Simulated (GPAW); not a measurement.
Runs of GPAW 26.7.0 on Co3Mo. The structure is cubic, space group Pm-3m (No. 221). Conventional cell: a = 3.563 Å, b = 3.563 Å, c = 3.563 Å, α = 90.00°, β = 90.00°, γ = 90.00°. Mo (site symmetry m-3m) has 12 Co at 2.52 Å as nearest neighbours. Around Co (site symmetry 4/mmm) lie 4 Mo at 2.52 Å and 8 Co at 2.52 Å. The cell comes from a database or a generator and needn't be the stable form of this composition.

```csv
task,level,potentials or basis,k mesh,band path,band points,pressure (GPa),moment (μB),V0 of scaled cells (Å³/atom),B0 (GPa)
band structure,PBEsol,"PAW data sets generated in the run's folder for this functional, pw",6 × 6 × 6,"GXMGRX,MR",100,(a),0.32,-,-
single point,PBEsol,"PAW data sets generated in the run's folder for this functional, pw",8 × 8 × 8,-,-,(b),(c),-,-
equation of state,LDA,"the program's PAW data sets (release 1.2.1) made for this functional, pw",6 × 6 × 6,-,-,-,-,10.85,313
equation of state,PBEsol,"PAW data sets generated in the run's folder for this functional, pw",8 × 8 × 8,-,-,-,-,11.16,288
```

Alike in all rows: spin collinear, ferromagnetic start; cell as given; cutoff (eV) 600; smearing fermi-dirac 0.05 eV.

Q: Estimate the missing entries.

A: (a) -4.9; (b) -4.7; (c) 0.49.
